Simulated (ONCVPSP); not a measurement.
**An ONCV potential for I, from input to tests**

Task: generate the file, and judge it by its errors in other configurations, its logarithmic derivatives, its ghosts and its cutoff.

Program: ONCVPSP 4.0.1. Reference atom: PBE, scalar-relativistic, spherical and spin-unpolarised. All values are calculated.

## 1. The design

The settings as typed:

```
element                 : iodine (I, Z = 53)
type                    : optimised norm-conserving Vanderbilt (ONCV)
frozen core             : [Kr]
valence charge          : 17
reference configuration : 4d10 5s1 5p6
partial waves           : 5s: rc 1.70 bohr, ncon 4, nbas 8, qcut 3.4 1/bohr, 1 projector; 5p: rc 1.55 bohr, ncon 4, nbas 7, qcut 5 1/bohr, 2 projectors, debl 1.7 Ha; 4d: rc 1.40 bohr, ncon 4, nbas 8, qcut 10.9 1/bohr, 1 projector
local potential         : polynomial inside 0.95 bohr (lpopt 5, dvloc0 -1 Ha)
core correction         : Teter function, fcfact 3, rcfact 1.05
```

An earlier all-electron run gives the scale for the radii.

All-electron outer shells of the reference configuration (PBE, scalar-relativistic, ld1.x):

| shell | level (eV) | outermost node (bohr) | outermost maximum (bohr) |
| --- | --- | --- | --- |
| 4s | -181.97 | 0.37 | 0.68 |
| 4p | -128.93 | 0.37 | 0.72 |
| 4d | -51.59 | 0.35 | 0.78 |
| 5s | -18.13 | 0.88 | 1.70 |
| 5p | -7.62 | 0.96 | 2.02 |

## 2. Generating the potential

Input file I.dat:

```
# ATOM AND REFERENCE CONFIGURATION
# atsym  z   nc   nv     iexc    psfile
  I 53.00    8    3        4      upf
#
#   n    l    f
    1    0    2.00
    2    0    2.00
    2    1    6.00
    3    0    2.00
    3    1    6.00
    3    2   10.00
    4    0    2.00
    4    1    6.00
    4    2   10.00
    5    0    1.00
    5    1    6.00
#
# PSEUDOPOTENTIAL AND OPTIMIZATION
# lmax
    2
#
#   l,   rc,      ep,       ncon, nbas, qcut
    0    1.70    0.00    4    8    3.40
    1    1.55    0.00    4    7    5.00
    2    1.40    0.00    4    8   10.90
#
# LOCAL POTENTIAL
# lloc, lpopt,  rc(5),   dvloc0
    4    5    0.95   -1.00
#
# VANDERBILT-KLEINMAN-BYLANDER PROJECTORs
# l, nproj, debl
    0    1    1.20
    1    2    1.70
    2    1    1.40
#
# MODEL CORE CHARGE
# icmod, fcfact, rcfact
    3    3.00    1.05
#
# LOG DERIVATIVE ANALYSIS
# epsh1, epsh2, depsh
   -3.00    5.00    0.02
#
# OUTPUT GRID
# rlmax, drl
    6.00    0.01
#
# TEST CONFIGURATIONS
# ncnf
    4
# nvcnf
#   n    l    f
    3
    4    2   10.00
    5    0    2.00
    5    1    5.00
#
    3
    4    2   10.00
    5    0    2.00
    5    1    4.00
#
    3
    4    2   10.00
    5    0    2.00
    5    1    3.00
#
    3
    4    2    9.00
    5    0    2.00
    5    1    6.00
#
```

Command:

```sh
$ oncvpsp.x < I.dat > I.out
```

What does the calculation give? Wanted: cutoffs for 1 and 0.1 mHa per electron, occupied waves; bound ghosts; GHOST(+) flags; largest test error; largest phase difference near zero energy, channels read; rms error of d²Exc/dn², without and with the model core.

As calculated:

| quantity | value |
| --- | --- |
| cutoffs for 1 and 0.1 mHa per electron, occupied waves | 54 Ha and 65 Ha |
| bound ghosts | s at -376.14 eV, p at -5316.98 eV, p at -99.13 eV |
| GHOST(+) flags | none at low energy |
| largest test error (AE − PS) | -307 meV, for 4d9 5s2 5p6 |
| largest phase difference near zero energy, channels read | 0.028 rad |
| rms error of d²Exc/dn², without and with the model core | 5.19 and 3.94 mHa |

A bound ghost (s, p) makes it unfit for use: electrons can fall into a state that the atom doesn't have. The worst unpolarised test, 4d9 5s2 5p6, is off by 307 meV on 35.4 eV; by total energies transferability rates as poor. The potential is hard: the looser tolerance needs 54 Ha. At the looser tolerance the 5p wave is the slowest; 4d needs 46 Ha. Near zero energy the phases of the channels with partial waves agree within 0.028 rad.
